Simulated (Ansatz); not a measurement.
# AlIn3Sb4: the cell at several levels of theory

Aim: relax AlIn3Sb4, ordered on the zincblende lattice (Amm2) with 8 atoms a cell with PBE and r2SCAN and see how far the functionals disagree on the cell. This is a trial cell built on a prototype, not taken from a measured structure, and it needn't be the compound's ground state.

Program: Ansatz 0.2.0. PAW datasets, plane waves, zero pressure. All values are calculated for a non-magnetic cell, which may be hypothetical.

### 1 The structure to begin with

Space group Amm2 (No. 38), orthorhombic; a = 4.457 Å, b = 8.914 Å, c = 12.606 Å in the conventional setting, 31.30 Å³ an atom. Around Al lie 4 Sb at 2.73 Å; around In lie 4 Sb at 2.73 Å; around Sb lie 2 Al at 2.73 Å and 2 In at 2.73 Å; around Sb lie 1 Al at 2.73 Å and 3 In at 2.73 Å.

The structure in full:

```xyz
8
Lattice="4.4571 0.0000 0.0000 0.0000 4.4571 6.3032 0.0000 -4.4571 6.3032" Properties=species:S:1:pos:R:3 pbc="T T T"
Al    0.0000    0.0000    0.0000
In    2.2285   -2.2285    3.1516
In    2.2285    2.2285    3.1516
In    0.0000    0.0000    6.3032
Sb    2.2285    0.0000    1.5758
Sb    0.0000   -2.2285    4.7274
Sb    0.0000    2.2285    4.7274
Sb    2.2285    0.0000    7.8790
```

### 2 Relaxing with PBE

Input file input.yaml:

```yaml
crystal:
  lattice:
    - [4.4570507111, 0.0, 0.0]
    - [0.0, 4.4570507111, 6.3032215639]
    - [0.0, -4.4570507111, 6.3032215639]
  atoms:
    - { symbol: Al, position: [0.0, 0.0, 0.0] }
    - { symbol: In, position: [0.5, 0.0, 0.5] }
    - { symbol: In, position: [0.5, 0.5, 0.0] }
    - { symbol: In, position: [0.0, 0.5, 0.5] }
    - { symbol: Sb, position: [0.5, 0.125, 0.125] }
    - { symbol: Sb, position: [0.0, 0.125, 0.625] }
    - { symbol: Sb, position: [0.0, 0.625, 0.125] }
    - { symbol: Sb, position: [0.5, 0.625, 0.625] }
kpoints:
  mp_grid: { grid: [6, 4, 4] }
hamiltonian:
  xc: pbe
scf:
  occupations: { method: fermi_dirac, width: 0.02 }
relax:
  f_tol: 0.005
  cell: {}
```

Command:

```
$ ansatz run input.yaml --threads 4 --pin off --max-ram 6451MiB --backend cpu --events-out ev --progress --plain --runs-dir out
```

Log (excerpt; [...] marks lines left out):

```text
Warning: RAYON_NUM_THREADS=4 ignored (pool sized by the plan → 4); use --threads N
[...]
Pseudopotentials: kind: paw
Pseudopotential: Al, paw, valence charge 3, recommended cutoff 420 eV (normal), Al.paw.azcp
Pseudopotential: In, paw, valence charge 13, recommended cutoff 420 eV (normal), In.paw.azcp
Pseudopotential: Sb, paw, valence charge 15, recommended cutoff 420 eV (normal), Sb.paw.azcp
Functional definition: PBE
[...]
Crystal: 8 atoms, lattice volume = 250.431 Å³
Basis set: ecut = 420 eV, 4925 PW (Γ), exchange–correlation on 60×108×108 points (8 copies of the dense FFT grid, shifted against one another)
Bands: 62, of which v1, the nominal top of the filled ones, is band 51 counted from 1 (50 counted from 0)
Symmetry: 4 space group operations
Space group: Amm2 (ITA 38), of the structure as read, at distance tolerance 6.3e-5 Å
k-points: 28 of 96 (time reversal used)
[...]
SCF iter   1: F=—  HF=-43269.396741 eV  |F-HF|=—  |Δ(HF+E_count)|=         —  Δρ=1.75e-3  dr2=1.81e-2  ethr=1.77e-3  ⟨swp⟩=7.6  Hψ=7443  notcnv=0  defer=3
[...]
relax step   1: F+E_penalty+E_count = -43269.38915293 eV  Δ(F+E_penalty+E_count) = +0.000e0 eV  max|allowed force component| = 1.163e0 eV/Å  Δτ_max = 0.0000 Å  P = +5.676 GPa  Ω = 250.431 Å³  (7 SCF iters, dr2 threshold 1.00e-7 eV, accepted)
[...]
  atom   2  In     0.00000000    -0.00390517     0.00246128
  atom   3  In     0.00000000     0.00390517     0.00246128
  atom   4  In     0.00000000     0.00000000    -0.00117265
  atom   5  Sb     0.00000000     0.00000000    -0.00441714
  atom   6  Sb     0.00000000     0.00211810    -0.00066754
  atom   7  Sb     0.00000000    -0.00211810    -0.00066754
  atom   8  Sb     0.00000000     0.00000000     0.00155619
[...]
--- Stress (GPa, compression-positive) ---
       -0.038712       0.000000       0.000000
        0.000000      -0.017114       0.000000
        0.000000       0.000000      -0.019801
  P = ⅓ Tr σ = -0.0252 GPa (-0.252 kbar)
--- Relaxed structure (5 steps of the walk, 5 accepted, 1 SCFs on fresh bases) ---
  F+E_penalty+E_count = -43269.98792582 eV   max|allowed force component| = 4.417e-3 eV/Å   (the final SCF, on the basis selected at the relaxed cell)
  cell:  # Å, volume = 278.7619 Å³
    - [4.620418795665178, 0.0, 0.0]
    - [0.0, 4.620930607398711, 6.52818778723746]
    - [0.0, -4.620930607398711, 6.52818778723746]
  atoms:
    - { symbol: Al, position: [-3.4771238933057155e-35, 0.00022216152201743618, 0.00022216152201743618] }
    - { symbol: In, position: [0.5, 0.0011924368793307938, 0.49885384828943735] }
    - { symbol: In, position: [0.5, 0.49885384828943735, 0.0011924368793307938] }
    - { symbol: In, position: [-3.4771238933057155e-35, 0.49920065938990876, 0.49920065938990876] }
    - { symbol: Sb, position: [0.5, 0.11640019433918035, 0.11640019433918035] }
    - { symbol: Sb, position: [1.4347355870436203e-34, 0.1203947549675406, 0.6386374647943862] }
    - { symbol: Sb, position: [1.3807220120019782e-34, 0.6386374647943862, 0.1203947549675406] }
    - { symbol: Sb, position: [0.5, 0.6250984798181987, 0.6250984798181987] }
```

Run time: 54 s. Hardware: 4 threads of Arm Neoverse V1, shared host; peak memory 0.86 GiB.

Step by step:

```csv
step,energy change (meV/atom),largest force (eV/Å),pressure (GPa),volume (Å³/atom)
1,0.0,1.1629,5.68,31.304
2,-64.0,0.6885,-0.25,35.094
3,-73.6,0.1119,-0.25,35.081
4,-74.1,0.0591,-0.07,34.882
5,-74.2,0.0045,-0.02,34.845
6,-74.8,0.0044,-0.03,34.845
```

Step 6 solves the same cell on a plane-wave basis chosen anew, so the energy can jump there without a move.

The table lists every geometry solved, with passes on a fresh basis, whose energies don't compare exactly with the rows above.

```
                       before   after    change
                a (Å)   4.457   4.620   +3.67 %
                b (Å)   8.914   9.242   +3.68 %
                c (Å)  12.606  13.056   +3.57 %
     volume (Å³/atom)  31.304  34.845  +11.31 %
shortest distance (Å)   2.729   2.728   -0.07 %
          space group    Amm2    Amm2      same
```

### 3 r2SCAN: cell and atoms

Start: the result of step 2.

Input file input.yaml:

```yaml
crystal:
  lattice:
    - [4.6204187957, 0.0, 0.0]
    - [0.0, 4.6209306074, 6.5281877872]
    - [0.0, -4.6209306074, 6.5281877872]
  atoms:
    - { symbol: Al, position: [0.0, 0.0002221615, 0.0002221615] }
    - { symbol: In, position: [0.5, 0.0011924369, 0.4988538483] }
    - { symbol: In, position: [0.5, 0.4988538483, 0.0011924369] }
    - { symbol: In, position: [0.0, 0.4992006594, 0.4992006594] }
    - { symbol: Sb, position: [0.5, 0.1164001943, 0.1164001943] }
    - { symbol: Sb, position: [0.0, 0.120394755, 0.6386374648] }
    - { symbol: Sb, position: [0.0, 0.6386374648, 0.120394755] }
    - { symbol: Sb, position: [0.5, 0.6250984798, 0.6250984798] }
kpoints:
  mp_grid: { grid: [6, 4, 4] }
hamiltonian:
  xc: r2scan
scf:
  occupations: { method: fermi_dirac, width: 0.02 }
relax:
  f_tol: 0.005
  cell: {}
output:
  write_density: true
  write_potential: true
  elf: true
  volumetric_format: npy
```

Command:

```
$ ansatz run input.yaml --threads 4 --pin off --max-ram 6451MiB --backend cpu --events-out ev --progress --plain --runs-dir out
```

Log:

```text
Warning: RAYON_NUM_THREADS=4 ignored (pool sized by the plan → 4); use --threads N
Engine: ansatz 0.2.0, aarch64-unknown-linux-gnu
[... 1 set-up line as earlier in the session ...]
Pseudopotential: Al, paw, valence charge 3, recommended cutoff 500 eV (meta_gga), Al.paw.azcp
Pseudopotential: In, paw, valence charge 13, recommended cutoff 500 eV (meta_gga), In.paw.azcp
Pseudopotential: Sb, paw, valence charge 15, recommended cutoff 500 eV (meta_gga), Sb.paw.azcp
Functional definition: r2SCAN
  parameter k0 = 0.174
  parameter k1 = 0.065
  parameter a1 = 4.9479
  exchange = r2scan_x(k0 = k0, k1 = k1, a1 = a1)
  correlation = r2scan_c
Crystal: 8 atoms, lattice volume = 278.762 Å³
Basis set: ecut = 500 eV, 7107 PW (Γ), exchange–correlation on 144×240×240 points (64 copies of the dense FFT grid, shifted against one another)
Bands: 62, of which v1, the nominal top of the filled ones, is band 51 counted from 1 (50 counted from 0)
[... 1 set-up line as earlier in the session ...]
Space group: Amm2 (ITA 38), of the structure as read, at distance tolerance 6.5e-5 Å
k-points: 28 of 96 (time reversal used)
Non-local potential: Al, projectors of the file, l = 0: 2, l = 1: 2, l = 2: 1
Non-local potential: In, projectors of the file, l = 0: 2, l = 1: 2, l = 2: 2, l = 3: 2
Non-local potential: Sb, projectors of the file, l = 0: 2, l = 1: 2, l = 2: 2, l = 3: 2
PAW form: soft (Blöchl's): semilocal exchange-correlation on the pseudo side does not see the compensation charge
PAW frozen core: Al, regenerated for the run's functional (the file was generated under x = pbe(κ = 0.804, μ = 0.2195149727645171), c = pbe(β = 0.06672455060314922))
PAW frozen core: In, regenerated for the run's functional (the file was generated under x = pbe(κ = 0.804, μ = 0.2195149727645171), c = pbe(β = 0.06672455060314922))
PAW frozen core: Sb, regenerated for the run's functional (the file was generated under x = pbe(κ = 0.804, μ = 0.2195149727645171), c = pbe(β = 0.06672455060314922))
PAW one-centre angular grid: Al, 302 points (default); XC on 160 Gauss nodes
PAW one-centre angular grid: In, 590 points (default); XC on 289 of its mesh's 2783 points in the sphere
PAW one-centre angular grid: Sb, 590 points (default); XC on 160 Gauss nodes
Initial density: superposition of atomic densities (neutral atoms: chi_scale 0, normalization atom), corrected by the library's trained network
Initial wavefunctions: pseudopotential atomic-orbital guess
Functional: x = r2scan, c = r2scan; τ floored in thin density (d = 2e-4 eV/Å³)
SCF iter   1: F=—  HF=-43374.230490 eV  |F-HF|=—  |Δ(HF+E_count)|=         —  Δρ=5.53e-3  dr2=7.12e-2  dr2_τ=2.21e-2  ethr=1.77e-3  ⟨swp⟩=7.6  Hψ=7511  notcnv=0  defer=7
preconditioner: auto → Resta (q_TF=auto, 2.307 Å⁻¹)  ε∞=2.8  [insulator: Δε(μ)=0.179 eV  Ē_g=12.970 eV  σ=0.020 eV  W_gap=0.98  n_scr=56 (ndim 8)  ℏωp=17.5 eV  f_vac=0.100  D(μ)=0.02/eV (n_scr^D=0)  ε∞_Penn≈2.8]
SCF iter   2: F=—  HF=-43374.253490 eV  |F-HF|=—  |Δ(HF+E_count)|=   2.30e-2  Δρ=2.35e-3  dr2=1.26e-2  dr2_τ=2.25e-4  ethr=6.98e-5  ⟨swp⟩=3.0  Hψ=3182  notcnv=0  defer=148
SCF iter   3: F=—  HF=-43374.253032 eV  |F-HF|=—  |Δ(HF+E_count)|=   4.58e-4  Δρ=7.22e-4  dr2=1.35e-3  dr2_τ=2.94e-5  ethr=1.23e-5  ⟨swp⟩=2.1  Hψ=2044  notcnv=0  defer=148
SCF iter   4: F=—  HF=-43374.253181 eV  |F-HF|=—  |Δ(HF+E_count)|=   1.49e-4  Δρ=1.30e-4  dr2=9.62e-5  dr2_τ=5.09e-6  ethr=1.33e-6  ⟨swp⟩=2.0  Hψ=2004  notcnv=0  defer=148
SCF iter   5: F=—  HF=-43374.253178 eV  |F-HF|=—  |Δ(HF+E_count)|=   2.97e-6  Δρ=4.83e-5  dr2=9.46e-6  dr2_τ=3.34e-7  ethr=9.43e-8  ⟨swp⟩=2.0  Hψ=2456  notcnv=0  defer=148
SCF iter   6: F=—  HF=-43374.253182 eV  |F-HF|=—  |Δ(HF+E_count)|=   4.17e-6  Δρ=1.05e-5  dr2=4.82e-7  dr2_τ=1.04e-8  ethr=9.28e-9  ⟨swp⟩=2.0  Hψ=2457  notcnv=0  defer=148
SCF iter   7: F=-43374.253183 eV  HF=-43374.253182 eV  |F-HF|=1.58e-8  |Δ(HF+E_count)|=   2.88e-7  Δρ=3.34e-6  dr2=3.57e-8  dr2_τ=7.71e-10  ethr=9.80e-11  ⟨swp⟩=9.2  Hψ=11053  notcnv=0
SCF 1 converged in 7 iterations: F = -43374.253183 eV  dr2 = 3.57e-8
relax step   1: F+E_penalty+E_count = -43374.25318252 eV  Δ(F+E_penalty+E_count) = +0.000e0 eV  max|allowed force component| = 4.876e-2 eV/Å  Δτ_max = 0.0000 Å  P = -1.491 GPa  Ω = 278.762 Å³  (7 SCF iters, dr2 threshold 1.00e-7 eV, accepted)
[... 14 lines left out ...]
relax step   2: F+E_penalty+E_count = -43374.26235470 eV  Δ(F+E_penalty+E_count) = -9.172e-3 eV  max|allowed force component| = 1.853e-1 eV/Å  Δτ_max = 0.0236 Å  P = +1.426 GPa  Ω = 261.880 Å³  energy of the carried Pulay correction = +8.530e-4 eV  (7 SCF iters, dr2 threshold 8.00e-7 eV, accepted)
[... 11 lines left out ...]
relax step   3: F+E_penalty+E_count = -43374.29850604 eV  Δ(F+E_penalty+E_count) = -3.615e-2 eV  max|allowed force component| = 7.773e-2 eV/Å  Δτ_max = 0.0278 Å  P = -0.039 GPa  Ω = 269.451 Å³  energy of the carried Pulay correction = +4.640e-4 eV  (6 SCF iters, dr2 threshold 8.00e-7 eV, accepted)
[... 11 lines left out ...]
relax step   4: F+E_penalty+E_count = -43374.29896030 eV  Δ(F+E_penalty+E_count) = -4.543e-4 eV  max|allowed force component| = 5.305e-2 eV/Å  Δτ_max = 0.0156 Å  P = -0.083 GPa  Ω = 269.837 Å³  energy of the carried Pulay correction = +4.444e-4 eV  (6 SCF iters, dr2 threshold 3.78e-7 eV, accepted)
[... 10 lines left out ...]
relax step   5: F+E_penalty+E_count = -43374.29957935 eV  Δ(F+E_penalty+E_count) = -6.190e-4 eV  max|allowed force component| = 5.076e-4 eV/Å  Δτ_max = 0.0062 Å  P = -0.002 GPa  Ω = 269.313 Å³  energy of the carried Pulay correction = +4.709e-4 eV  (5 SCF iters, dr2 threshold 1.76e-7 eV, accepted)
[... 10 lines left out ...]
relax step   6: F+E_penalty+E_count = -43374.29917880 eV  Δ(F+E_penalty+E_count) = +4.005e-4 eV  max|allowed force component| = 4.788e-4 eV/Å  Δτ_max = 0.0000 Å  P = -0.005 GPa  Ω = 269.313 Å³  stress off target by 5.51e-3 GPa  SCF on the basis re-selected at this cell (its energy is not comparable with the rows above)  (6 SCF iters)
basis re-selected at this cell: Δ(F+E_penalty+E_count) = +4.005e-4 eV, ΔP = -0.002 GPa vs the last step (what re-selecting the basis moved, of the pressure what is left beyond the Pulay correction that the steps carried, after the strain that the cell walked since its last selection, with what the two solves' SCF thresholds leave and, on support functions, any second-order correction that the steps lacked; it is no measure of the basis error at this ecutwfc). This SCF's stress stands 5.51e-3 GPa from its target on what of the cell is left free (relax.cell.stress_tol is 5.00e-2 GPa) and its largest allowed force component is 4.79e-4 eV/Å (relax.f_tol is 5.00e-3 eV/Å): within both
SCF converged after 6 iterations
Free energy (F): -43374.299179 eV
Harris-Foulkes:  -43374.299179 eV  (|F-HF|=7.28e-12)
Internal energy: -43374.299179 eV  (E = F + TS)
E sigma→0 (E₀):  -43374.299179 eV
Entropy (-TS):   -0.000000 eV (-0.000 meV/atom)
Fermi energy:    6.866017 eV
--- Per-component energies (eV) ---
  E_band       = -1085.689080
  E_kinetic    = 1575.811464
  E_local      = -11915.131320  (includes V_loc(G=0)·N_el)
  E_nonlocal   = 2568.411321
  E_hartree    = 5186.667144
  E_xc         = -1146.002656
  E_vxc        = -758.274735  (∫ρ·V_xc dr)
  E_paw        = -31440.443372  (= ΣΔE_a)
  E_vpaw       = -2980.897624  (= ΣTr[D̂ρ^β])
  E_aug_tail   = 0.000020  (compensation charges beyond the density's cutoff)
  E_vtau       = 51.057509  (kinetic-family band-sum trace: ∫τ·v_τ [+ j·A + Jᵃ·Aᵃ] dr)
  E_ewald      = -8208.472456
  E_core_change = 4.860677  (= ΣΔE_core)
  E_smearing   = -0.000000  (= −TS)
  E_closure    = 0.000000  (closes the sum)
  Σ components = -43374.299179   (vs F -43374.299179, Δ=0.00e0)
--- Forces (eV/Å), atoms counted from 1 ---
  atom   1  Al     0.00000000     0.00000000     0.00028734
  atom   2  In     0.00000000     0.00020247    -0.00005130
  atom   3  In     0.00000000    -0.00020247    -0.00005130
  atom   4  In     0.00000000     0.00000000    -0.00047904
  atom   5  Sb    -0.00000000     0.00000000    -0.00040296
  atom   6  Sb    -0.00000000    -0.00027910     0.00024065
  atom   7  Sb    -0.00000000     0.00027910     0.00024065
  atom   8  Sb    -0.00000000     0.00000000     0.00021385
  max |Σ_I F_I| component: 2.11e-6 eV/Å
--- Stress (GPa, compression-positive) ---
       -0.003308       0.000000       0.000000
        0.000000      -0.005509       0.000000
        0.000000       0.000000      -0.004828
  P = ⅓ Tr σ = -0.0045 GPa (-0.045 kbar)
--- Band table (eV; the first three rows and the last of 28) ---
  k-point 0: bands = ["-22.6107", "-22.6045", "-22.5936", "-22.5825", "-22.5813", "-22.5429", "-22.5415", "-22.5408", "-22.5408", "-22.5328", "-22.5311", "-22.5185", "-22.5174", "-22.5170", "-22.5165", "-22.4733", "-22.4723", "-22.4707", "-22.4516", "-22.4497", "-8.4736", "-8.4304", "-8.4198", "-8.3943", "-8.3921", "-8.3837", "-8.3765", "-8.3540", "-8.3538", "-8.3300", "-8.3204", "-8.3196", "-8.3161", "-8.2932", "-8.2784", "-4.3423", "-2.9774", "-2.9422", "-2.3398", "0.7533", "0.9509", "1.0791", "4.3030", "4.3322", "5.4565", "5.5543", "5.6279", "5.7571", "6.5888", "6.5918", "6.6445", "7.0850", "7.5153", "7.6373", "8.1888", "8.2533", "9.8340", "9.8689", "9.8794", "10.5937", "10.6311", "10.7428"]
[... 3 lines left out ...]
--- Relaxed structure (5 steps of the walk, 5 accepted, 1 SCFs on fresh bases) ---
  F+E_penalty+E_count = -43374.29917880 eV   max|allowed force component| = 4.788e-4 eV/Å   (the final SCF, on the basis selected at the relaxed cell)
  cell:  # Å, volume = 269.3132 Å³
    - [4.568309579779234, 0.0, 0.0]
    - [0.0, 4.567327973629646, 6.453717305582536]
    - [0.0, -4.567327973629646, 6.453717305582536]
  atoms:
    - { symbol: Al, position: [7.815565656270728e-36, 0.000262074287612331, 0.00026207428761233087] }
    - { symbol: In, position: [0.5, 0.0012591575248805942, 0.4989281022613884] }
    - { symbol: In, position: [0.5, 0.4989281022613884, 0.0012591575248805942] }
    - { symbol: In, position: [7.815565656270728e-36, 0.499275883246749, 0.499275883246749] }
    - { symbol: Sb, position: [0.5, 0.11669764968427464, 0.11669764968427464] }
    - { symbol: Sb, position: [-2.3446696968812185e-35, 0.12056110706721351, 0.6379731650515035] }
    - { symbol: Sb, position: [-3.3867451177173157e-35, 0.6379731650515035, 0.12056110706721351] }
    - { symbol: Sb, position: [0.5, 0.6250428608763785, 0.6250428608763785] }
```

Run time: 2.5 min. Hardware: 4 threads of Arm Neoverse V1, shared host; peak memory 1.4 GiB.

Step by step:

```csv
step,energy change (meV/atom),largest force (eV/Å),pressure (GPa),volume (Å³/atom)
1,0.0,0.0488,-1.49,34.845
2,-1.1,0.1853,1.43,32.735
3,-5.7,0.0777,-0.04,33.681
4,-5.7,0.0530,-0.08,33.730
5,-5.8,0.0005,0.00,33.664
6,-5.7,0.0005,0.00,33.664
```

The table lists every geometry solved, with passes on a fresh basis, whose energies don't compare exactly with the rows above.

|  | before | after | change |
| --- | --- | --- | --- |
| a (Å) | 4.620 | 4.568 | -1.13 % |
| b (Å) | 9.242 | 9.135 | -1.16 % |
| c (Å) | 13.056 | 12.907 | -1.14 % |
| volume (Å³/atom) | 34.845 | 33.664 | -3.39 % |
| shortest distance (Å) | 2.728 | 2.701 | -0.96 % |
| space group | Amm2 | Amm2 | same |

The maps below are laid out on this run's own conventional cell (a, b, c = 4.568, 9.135, 12.907 Å).

Density in a lattice plane of the grid's cell (edges 9.13 and 12.91 Å, at 0.000 of the third edge), which holds Al and In and Sb.

Ten even steps from '0' (0.01 e/Å³) to '9' (13.82 e/Å³):
```
0000000020000000
0003910000019300
0002610000016200
0000000000000000
0000000000000000
0000000000000000
0000000000000000
0000000000000000
1000000000000000
9200000000000002
2000000000000000
0001930000039100
0001620000026100
0000000000000000
0000000000000000
0000000000000000
0000000000000000
0000000000000000
0000000010000000
0000000292000000
```
Columns run along the first of these edges and rows up along the second, over one cell in 16 and 20 even steps from the bottom left corner. Atoms in the plane (fractional): Al at (0.00, 0.00), Al at (0.50, 0.50), In at (0.00, 0.50), In at (0.50, 1.00), Sb at (0.24, 0.88), Sb at (0.74, 0.38), Sb at (0.26, 0.38), Sb at (0.76, 0.88).

ELF in the same plane.

Ten even steps from ' ' (0.00) to '@' (0.86):
```
..@@@@++==**++::..::++**==++@@@@
==%%**..  ::##==::==##::  ..**%%
..==++..  --++--..--++--  ..++==
  ..++++==++==..  ..==++==++++..
    ..==++--..      ..--++==..  
                                
..              ..              
::::..      ..--==--..      ..::
..--::......--::..::--......::--
  ..::++**##%%..::..%%##**++::..
..::++**==++@@@@..@@@@++==**++::
::==##::  ..**%%==%%**..  ::##==
..--++--  ..++==..==++..  --++--
  ..==++==++++..  ..++++==++==..
    ..--++==..      ..==++--..  
                                
..              ..              
==--..      ..::::::..      ..--
..::--......::--..--::......--::
::..%%##**++::..  ..::++**##%%..
```
Columns run along the first of these edges and rows up along the second, over one cell in 16 and 20 even steps from the bottom left corner. Atoms in the plane (fractional): Al at (0.00, 0.00), Al at (0.50, 0.50), In at (0.00, 0.50), In at (0.50, 1.00), Sb at (0.24, 0.88), Sb at (0.74, 0.38), Sb at (0.26, 0.38), Sb at (0.76, 0.88).

Both are smooth fields of the valence electrons: close to the nuclei they are not physical.

The highest ELF values outside the cores: 0.92 on the Al–Sb line, 1.0 Å from Al; 0.70 on the Sb–In line, 1.4 Å from Sb; 0.67 beside Sb, off the lines to its neighbours, 1.4 Å from Sb.

### 4 Results

```
 level  a (Å)  b (Å)   c (Å)  volume (Å³/atom)  space group  SCF geometries
   PBE  4.620  9.242  13.056            34.845         Amm2               6
r2SCAN  4.568  9.135  12.907            33.664         Amm2               6
```

**Reading.** The first relaxation changed the volume by +11.3 % from the start. r2SCAN gives the smallest cell and PBE the largest; they differ by 3.5 % in volume, a mean of 1.2 % in length.
